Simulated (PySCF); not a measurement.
# C8H10: the cost of one run

Computed with PySCF 2.14.0 and routines of our own; the level stands in each step. Atoms count from 0.

### Step 1. The starting structure

18 atoms, charge 0, multiplicity 1; geometry from: GFN2-xTB.

### Step 2. Magnetic properties: GIAO B3LYP/pcSseg-1

What the job is given:

```
{"job": {"kind": "mag", "xc": "B3LYP", "basis": "pcSseg-1", "isotopologues": 2}, "charge": 0, "multiplicity": 1}
C      2.685654     0.311693    -0.906926
C      1.612631    -0.334832    -0.495197
C      0.493807     0.304391     0.285488
C     -0.760126     0.131522    -0.437777
C     -1.786721    -0.047019    -1.029674
C     -3.031477    -0.221452    -1.747189
C      0.384064    -0.348491     1.638831
C      0.560625     0.288897     2.779659
H      2.828138     1.361998    -0.709100
H      3.469024    -0.177166    -1.461432
H      1.481755    -1.388416    -0.703796
H      0.692582     1.374943     0.407208
H     -3.871911     0.038147    -1.103639
H     -3.138904    -1.257631    -2.067415
H     -3.047082     0.423019    -2.625962
H      0.146061    -1.403802     1.620938
H      0.795665     1.340650     2.813803
H      0.477455    -0.210129     3.730524
```

With the program's defaults for keys left out, this is: GIAO B3LYP/pcSseg-1 magnetisability, rotational g tensor and spin-rotation constants, non-relativistic, gas phase.

The run is started by

```bash
$ OMP_NUM_THREADS=1 python excited_run.py task.json out
```

The driver reads the jobs from task.json and runs them one after another.

Q: Estimate the wall time and peak memory of this first job on 1 thread of Intel Xeon 6975P-C, shared host.

About 23 s, with a peak of 0.83 GiB.
